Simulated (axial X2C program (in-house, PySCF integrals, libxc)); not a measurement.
# SnNC: bond lengths and stretches, held linear

An exercise on one series of results from a longer session: the logs are not shown, and one member is left open.

The runs use an in-house X2C program for linear molecules on PySCF integrals; all-electron X2C, two-component (2c) or spin-free, Sn dyall-v3z, N dyall-av3z, C dyall-v3z.

All values are calculated.

2 further runs of the same task are left out: 2 set aside as unsound or not needed.

Set-up of the first run:

The input, task.json:

```json
{"zs": [50, 7, 6], "q": 0, "bas": ["dyall-v3z", "dyall-av3z", "dyall-v3z"], "r0": [2.06, 1.17], "symm": 0, "scan": ["PBE0", "HF", "BHandHLYP"], "levels": ["PBE0", "HF", "LDA"], "nst": 2}
```

Keys: zs atomic numbers; q charge; bas basis sets; r0 starting distance in Å; symm equal bonds; scan levels of the two-bond scan (MP2 follows by itself at each HF point); levels methods; nst determinants followed.

Run with:

```console
> python solin.py task.json out
```

Masses Sn 119.902, N 14.003, C 12.000 u.

Steps of the session up to this table: Scan at PBE0, 2c; Scan at HF, 2c; Scan at BHandHLYP, 2c.

One table of the session follows, with a row left open; its other results are not shown here.

```
               level  r(N–C) (Å)  lower stretch (cm⁻¹)  upper stretch (cm⁻¹)
            PBE0, 2c       1.176                 411.1                2116.2
              HF, 2c       1.156                 420.1                2271.2
       BHandHLYP, 2c       1.163                 415.4                2191.1
             MP2, 2c       1.189                 413.6                2069.6
     PBE0, spin-free           ?                     ?                     ?
       HF, spin-free       1.156                 423.2                2269.9
BHandHLYP, spin-free       1.164                 418.5                2189.0
      MP2, spin-free       1.189                 416.0                2068.4
```

Estimate the missing values for PBE0, spin-free.

The run gave: r(N–C) (Å): 1.176; lower stretch (cm⁻¹): 414.1; upper stretch (cm⁻¹): 2113.3.

Scans not shown above were run alike.

MP2 freezes inner shells (threshold -2 hartree). The molecule was held linear; bending was not examined, so a bent shape may lie lower. Note: functional without a current term on a determinant with orbital currents, of the molecule or an atom.
